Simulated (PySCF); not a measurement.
# WNOH: relaxation and vibrations of the triplet

The task is one start of a wider search on WNOH: the triplet, from a bent start. It is relaxed, tested by its Hessian and followed downhill if it is a saddle.

The runs use PySCF 2.14.0; PBE0, basis W def2-TZVP with ECP60, N def2-TZVP, O def2-TZVP, H def2-TZVP, scalar-relativistic core potentials, no spin–orbit coupling, density fitting.

## 1. The system as given

4 atoms, charge 0, spin multiplicity 3.

Bond lengths: W1–N2 1.800 Å, W1–O3 2.000 Å, O3–H4 0.960 Å. Angles: N2–W1–O3 110.0°, W1–O3–H4 130.0°.

Z-matrix (Å, degrees; charge 0 multiplicity 3):
```
W
N  1 1.8000
O  1 2.0000 2 110.00
H  3 0.9600 1 130.00 2 90.00
```

## 2. The SCF at the typed geometry

The steps below are one call of a driver around PySCF. For each, scf.py gives the equivalent set-up of the SCF; relaxations use the driver's own optimiser. After this first run the driver tries any further starts and a stability analysis.

scf.py reads:

```python
from pyscf import gto, scf, dft
mol = gto.M(atom='''
W      0.000000     0.000000     0.000000
N      1.474500     0.000000     1.032400
O     -1.638300     0.000000     1.147200
H     -2.143800     0.735400     1.501100''',
    basis={'W': 'def2-TZVP', 'N': 'def2-TZVP', 'O': 'def2-TZVP', 'H': 'def2-TZVP'},
    ecp={'W': 'def2-TZVP'},
    charge=0, spin=2)
mf = dft.UKS(mol, xc='PBE0')
mf.grids.atom_grid = (50, 194)
aux = {'W': 'def2-universal-JKFIT', 'N': 'def2-universal-JKFIT', 'O': 'def2-universal-JKFIT', 'H': 'def2-universal-JKFIT'}
mf = mf.density_fit(auxbasis=aux)
mf.conv_tol = 1e-08
mf.diis_space = 10
mf.max_cycle = 60
mf.init_guess = 'minao'
mf.verbose = 4
mf.kernel()
```

Run with:

```console
> OMP_NUM_THREADS=4 python axn.py task.json out
```

The program printed:

```text
init E= -178.018303917212
[... the frontier-level lines of each cycle are left out ...]
cycle= 1 E= -197.026268112351  delta_E=  -19  |g|= 1.04  |ddm|= 5.59
cycle= 2 E= -188.795270529932  delta_E= 8.23  |g|= 3.84  |ddm|= 2.94
cycle= 3 E= -197.460009971471  delta_E= -8.66  |g|= 0.269  |ddm|= 2.62
cycle= 4 E= -197.434008797051  delta_E= 0.026  |g|= 0.388  |ddm|= 0.493
cycle= 5 E= -197.492241441318  delta_E= -0.0582  |g|= 0.143  |ddm|= 0.245
cycle= 6 E= -197.501361804093  delta_E= -0.00912  |g|= 0.0303  |ddm|= 0.0961
cycle= 7 E= -197.502112938  delta_E= -0.000751  |g|= 0.0158  |ddm|= 0.0326
cycle= 8 E= -197.502656909758  delta_E= -0.000544  |g|= 0.00795  |ddm|= 0.0362
cycle= 9 E= -197.503030916727  delta_E= -0.000374  |g|= 0.00535  |ddm|= 0.0337
cycle= 10 E= -197.503386619688  delta_E= -0.000356  |g|= 0.00382  |ddm|= 0.0524
cycle= 11 E= -197.503449017594  delta_E= -6.24e-05  |g|= 0.0031  |ddm|= 0.0218
cycle= 12 E= -197.503463173947  delta_E= -1.42e-05  |g|= 0.000753  |ddm|= 0.00896
cycle= 13 E= -197.503465471143  delta_E= -2.3e-06  |g|= 0.000317  |ddm|= 0.00407
cycle= 14 E= -197.503465898123  delta_E= -4.27e-07  |g|= 0.000191  |ddm|= 0.00164
cycle= 15 E= -197.503466017503  delta_E= -1.19e-07  |g|= 0.000101  |ddm|= 0.000724
cycle= 16 E= -197.503466067501  delta_E= -5e-08  |g|= 3.97e-05  |ddm|= 0.000602
cycle= 17 E= -197.503466074261  delta_E= -6.76e-09  |g|= 1.56e-05  |ddm|= 0.000221
Extra cycle  E= -197.503466074793  delta_E= -5.32e-10  |g|= 2.37e-05  |ddm|= 5.89e-05
converged SCF energy = -197.503466074793  <S^2> = 2.1689683  2S+1 = 3.1106066
```

This step, with its further starts and checks, ran for 18 s (4 threads of Arm Neoverse V1, shared host).

The starts that the driver tried:

```csv
start,energy (Eh)
the minimal-basis guess,-197.503466
a thermally smeared density,-197.503466
a smeared PBE density,-197.503466
```

The test of internal stability and the other starts found no lower solution of this spin.

## 3. Relaxing the triplet from the bent start

The program finds C1 symmetry in the start.

scf.py, as its differences from that of step 2:

```diff
@@ -3,4 +3,4 @@
-W      0.000000     0.000000     0.000000
-N      1.474500     0.000000     1.032400
-O     -1.638300     0.000000     1.147200
-H     -2.143800     0.735400     1.501100''',
+W      0.035903    -0.003448    -0.159655
+N      1.510403    -0.003448     0.872745
+O     -1.602397    -0.003448     0.987545
+H     -2.107897     0.731952     1.341445''',
@@ -17 +16,0 @@
-mf.init_guess = 'minao'
```

Steps of the walk:

```csv
step,energy (Eh),change (kJ/mol),largest gradient (Eh/bohr)
0,-197.503466,0.00,0.09395
1,-197.524777,-55.95,0.02060
2,-197.526195,-59.68,0.03701
3,-197.528217,-64.99,0.01896
4,-197.529940,-69.51,0.01111
5,-197.530863,-71.93,0.01667
6,-197.531848,-74.52,0.01450
7,-197.532725,-76.82,0.01132
8,-197.533077,-77.74,0.01707
9,-197.533387,-78.56,0.00976
10,-197.533543,-78.97,0.00223
11,-197.533572,-79.04,0.00129
12,-197.533608,-79.14,0.00098
13,-197.533619,-79.17,0.00062
14,-197.533624,-79.18,0.00012
15,-197.533624,-79.18,0.00008
```

The walk took 44 s.

Positions (Å) and forces (eV/Å) along the way:

```
step 0
W    0.036  -0.003  -0.160   2.702   0.026   4.830
N    1.510  -0.003   0.873  -4.580   0.082  -3.335
O   -1.602  -0.003   0.988   1.559  -0.229  -1.502
H   -2.108   0.732   1.341   0.318   0.121   0.007
step 1
W    0.052  -0.015  -0.089  -1.059  -0.137  -0.259
N    1.418   0.016   0.842   0.402   0.136   0.545
O   -1.586  -0.010   0.933   0.191   0.396  -0.214
H   -2.048   0.730   1.356   0.465  -0.394  -0.072
step 8
W    0.017  -0.210  -0.114  -0.484  -0.129  -0.161
N    1.223   0.188   0.942   0.352   0.141   0.259
O   -1.670   0.129   0.704   0.193  -0.391  -0.877
H   -1.735   0.614   1.510  -0.061   0.380   0.779
step 15
W    0.014  -0.244  -0.100   0.001  -0.001   0.000
N    1.231   0.208   0.934   0.000   0.001   0.002
O   -1.670   0.174   0.671   0.001  -0.002  -0.004
H   -1.739   0.583   1.536  -0.002   0.002   0.003
```

End point (Cs, 15 steps, 79.2 kJ/mol gained): O–H 0.959 Å, W–N 1.660 Å, W–O 1.898 Å; H–O–W 121.6°, N–W–O 109.7°.

## 4. Is it a minimum? Harmonic modes

The point is checked on the finer grid, and tightened if its gradient asks for it. The Hessian and the dipole derivatives come from central differences of analytic gradients, with steps of 0.02 bohr.

scf.py, as its differences from that of step 3:

```diff
@@ -3,4 +3,4 @@
-W      0.035903    -0.003448    -0.159655
-N      1.510403    -0.003448     0.872745
-O     -1.602397    -0.003448     0.987545
-H     -2.107897     0.731952     1.341445''',
+W      0.054168    -0.064192    -0.132263
+N      1.272369     0.386598     0.901677
+O     -1.629276     0.352496     0.638723
+H     -1.698907     0.763111     1.502977''',
@@ -11 +11 @@
-mf.grids.atom_grid = (50, 194)
+mf.grids.atom_grid = (75, 302)
@@ -14 +14 @@
-mf.conv_tol = 1e-08
+mf.conv_tol = 1e-10
```

The driver hands on the density of the step before, so the log starts near convergence.

SCF at the final geometry:

```text
init E= -197.533643829542
[... the frontier-level lines of each cycle are left out ...]
cycle= 1 E= -197.533643829517  delta_E= 2.46e-11  |g|= 8.47e-06  |ddm|= 6.35e-06
Extra cycle  E= -197.533643829176  delta_E= 3.41e-10  |g|= 2.97e-05  |ddm|= 1.91e-05
converged SCF energy = -197.533643829176  <S^2> = 2.0329587  2S+1 = 3.0218926
```

The whole step took 1.8 min.

Geometry: Cs; O–H 0.959 Å, W–N 1.660 Å, W–O 1.898 Å; H–O–W 121.6°, N–W–O 109.8°.

Modes, for the most abundant isotopes:

| symmetry | ω (cm⁻¹) | IR (km/mol) |
| --- | --- | --- |
| a' | 262 | 18.9 |
| a'' | 379 | 110 |
| a' | 680 | 226 |
| a' | 745 | 34.7 |
| a' | 1135 | 67.4 |
| a' | 3906 | 182 |

Every mode is real; the point is a minimum.

Properties at this point:

- Dipole moment: 2.76 D
- Highest occupied level: -5.93 eV
- Lowest empty level: -2.77 eV
- Rotational constants: 0.6035, 0.2426, 0.1731 cm⁻¹
- Zero-point energy: 42.5 kJ/mol
- Principal polarisabilities: 54.9, 56.0, 58.7 bohr³
- Atomisation energy without zero-point energy: 1471 kJ/mol
- Principal traceless quadrupole moments about the centre of mass: -10.39, -0.05, 10.44 D Å
- Entropy at 298.15 K and 1 bar (electronic part: spin only): 297.9 J/(mol K)
- Heat capacity Cp at 298.15 K: 54.7 J/(mol K)
- Enthalpy at 298.15 K above 0 K: 12.64 kJ/mol
- Rotational symmetry number: 1
- Spin squared ⟨S²⟩: 2.033

Populations by atom (charges in e):

```tsv
atom	Mulliken	Löwdin	polar tensor	spin (Mulliken)	Mayer order to W1
W1	0.71	0.48	1.16	2.27	–
N2	-0.41	-0.33	-0.63	-0.28	2.97
O3	-0.65	-0.32	-0.85	0.01	1.10
H4	0.35	0.17	0.32	0.00	0.02
```

Mulliken populations on W1 (outside its core potential): s 2.73, p 6.30, d 4.19, f 0.07.

## 5. What came out

```
                                          quantity                                                              value
                                           minimum                                                        triplet, Cs
                                          geometry  O–H 0.959 Å, W–N 1.660 Å, W–O 1.898 Å; H–O–W 121.6°, N–W–O 109.8°
                                wavenumbers (cm⁻¹)      262 (a'), 379 (a''), 680 (a'), 745 (a'), 1135 (a'), 3906 (a')
                                     dipole moment                                                             2.76 D
highest occupied, lowest empty level (either spin)                                                    -5.93, -2.77 eV
                         polar-tensor charge of W1                                                            +1.16 e
                                 zero-point energy                                                        42.5 kJ/mol
                               entropy at 298.15 K                                                    297.9 J/(mol K)
         atomisation energy (no zero-point energy)                                                        1471 kJ/mol
                                              ⟨S²⟩                                                              2.033
```

The bent start (C1) ends in a minimum of Cs symmetry. The strongest infrared band lies at 680 cm⁻¹ (a'). Most of the spin sits on W1 (Mulliken spin 2.27, against 2 for the whole molecule). Other starts or spin states, not run here, may lie lower. One determinant may miss the lowest occupation of an open d or f shell. With an element this heavy the missing spin–orbit coupling can shift these numbers.

The search up to here took 2.9 min.
